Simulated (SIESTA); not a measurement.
**NaLaMnMoO6 in SIESTA: convergence with k mesh**

Input of the first run (k mesh 1 × 1 × 1); the others differ in this setting and in those tied to it:

NaLaMnMoO6.fdf

```
SystemName                      NaLaMnMoO6
SystemLabel                     NaLaMnMoO6
NumberOfSpecies                 5
NumberOfAtoms                   20
%block ChemicalSpeciesLabel
  1  11 Na
  2  57 La
  3  25 Mn
  4  42 Mo
  5   8 O
%endblock ChemicalSpeciesLabel

LatticeConstant                 1.0 Ang
%block LatticeVectors
     5.5573500000     0.0000000000     0.0005300000
     0.0000000000     5.5979400000     0.0000000000
    -0.0629000000     0.0000000000     8.0246200000
%endblock LatticeVectors
AtomicCoordinatesFormat         Fractional
%block AtomicCoordinatesAndAtomicSpecies
     0.7500800000     0.5157200000     0.4992400000  1  Na
     0.2499200000     0.0157200000     0.5007600000  1  Na
     0.2571500000     0.9589600000     0.9993700000  2  La
     0.7428500000     0.4589600000     0.0006300000  2  La
     0.2476700000     0.4876200000     0.2560700000  3  Mn
     0.7523300000     0.9876200000     0.7439300000  3  Mn
     0.7555900000     0.9966600000     0.2709000000  4  Mo
     0.2444100000     0.4966600000     0.7291000000  4  Mo
     0.6733500000     0.9783000000     0.4906100000  5  O
     0.0340200000     0.8101700000     0.2772600000  5  O
     0.9335300000     0.2891000000     0.2802600000  5  O
     0.4781700000     0.2096600000     0.1992200000  5  O
     0.5443500000     0.7356300000     0.2007900000  5  O
     0.8295600000     0.0181800000     0.0039200000  5  O
     0.3266500000     0.4783000000     0.5093900000  5  O
     0.9659800000     0.3101700000     0.7227400000  5  O
     0.0664700000     0.7891000000     0.7197400000  5  O
     0.5218300000     0.7096600000     0.8007800000  5  O
     0.4556500000     0.2356300000     0.7992100000  5  O
     0.1704400000     0.5181800000     0.9960800000  5  O
%endblock AtomicCoordinatesAndAtomicSpecies

%block kgrid.MonkhorstPack
    1   0   0  0.0
    0   1   0  0.0
    0   0   1  0.0
%endblock kgrid.MonkhorstPack
XC.Functional                   GGA
XC.Authors                      PBE
PAO.BasisSize                   DZP
PAO.EnergyShift                 0.003 Ry
Mesh.Cutoff                     800 Ry
Spin                            polarized
%block DM.InitSpin
    1   0.000
    2   0.000
    3   0.000
    4   0.000
    5   4.000
    6   4.000
    7   1.000
    8   1.000
    9   0.000
   10   0.000
   11   0.000
   12   0.000
   13   0.000
   14   0.000
   15   0.000
   16   0.000
   17   0.000
   18   0.000
   19   0.000
   20   0.000
%endblock DM.InitSpin
OccupationFunction              FD
ElectronicTemperature           0.05 eV
MaxSCFIterations                200
SCF.MustConverge                false
SCF.Mixer.Method                Pulay
SCF.Mixer.Weight                0.1
SCF.Mixer.History               10
SCF.DM.Tolerance                5.0e-05
SCF.H.Tolerance                 1.0e-03 eV
WriteForces                     true
Charge.Mulliken                 end
%block PAO.Basis
  Na 4
  n=2 0 2
    2.919 0.000
  n=3 0 2
    9.500 0.000
  n=2 1 2
    3.442 0.000
  n=3 1 1
    9.500
  La 5
  n=5 0 2
    4.181 0.000
  n=6 0 2
    9.500 0.000
  n=5 1 2
    4.927 0.000
  n=6 1 1
    9.500
  n=5 2 2
    8.496 0.000
  Mn 5
  n=3 0 2
    2.732 0.000
  n=4 0 2
    7.626 0.000
  n=3 1 2
    3.070 0.000
  n=4 1 1
    7.626
  n=3 2 2
    5.108 0.000
  Mo 5
  n=4 0 2
    3.234 0.000
  n=5 0 2
    8.986 0.000
  n=4 1 2
    3.729 0.000
  n=5 1 1
    8.986
  n=4 2 2
    6.762 0.000
%endblock PAO.Basis
Diag.ParallelOverK              false
```

Potentials or basis: PseudoDojo 0.4 standard (PBE files), DZP (energy shift 0.003 Ry; two zetas on semicore shells).

The run is started by

```sh
$ mpirun -n 4 siesta NaLaMnMoO6.fdf > NaLaMnMoO6.out 2>&1
```

The cell was built by a generator and needn't be a form met in nature.

Hardware: 4 MPI ranks on Arm Neoverse V1, with other jobs on the host.

Q: The values tried are 1 × 1 × 1, 2 × 2 × 2, 3 × 3 × 2, 4 × 4 × 3, 5 × 5 × 4, loosest first. From which on does the pressure stay within 0.1 GPa of the tightest run that finished?

A: From 2 × 2 × 2 on.

| k mesh | energy less the tightest run, at zero smearing (meV/atom) | pressure (GPa) | largest force (eV/Å) | largest site moment (μB) | gap on the mesh (eV) | SCF cycles | CPU time (s) |
| --- | --- | --- | --- | --- | --- | --- | --- |
| 1 × 1 × 1 | 143.44 | 7.68 | 1.122 | 4.51 | 0.630 | 18 | 730 |
| 2 × 2 × 2 | 3.24 | 5.13 | 0.782 | 4.45 | 0.127 | 22 | 1100 |
| 3 × 3 × 2 | 0.05 | 5.12 | 0.758 | 4.46 | 0.101 | 22 | 1100 |
| 4 × 4 × 3 | 0.06 | 5.16 | 0.743 | 4.47 | 0.203 | 21 | 1100 |
| 5 × 5 × 4 | 0.00 | 5.15 | 0.746 | 4.46 | 0.103 | 21 | 1300 |

Against the tightest run, the energy stays within 1 meV/atom from 3 × 3 × 2 on; the largest force stays within 0.005 eV/Å from 4 × 4 × 3 on; the largest site moment stays within 0.02 μB from 2 × 2 × 2 on. Not settled before the last step: the gap on the mesh (to 0.01 eV). Meshes of other sizes hit other points, so gaps and Fermi surfaces needn't settle smoothly. The tightest run that finished is the yardstick and may itself not be fully converged.

Caveat, for the tightest run too: short orbitals over semicore shells can move pressures by several GPa; spin-orbit coupling is left out, which moves the levels of the heavy elements; an odd mesh through Γ misses points on the zone boundary, where band edges often lie; the basis of atomic orbitals isn't converged, which shifts pressures, moduli and gaps; only a ferromagnetic start was run, and an antiferromagnetic order may lie lower in energy.
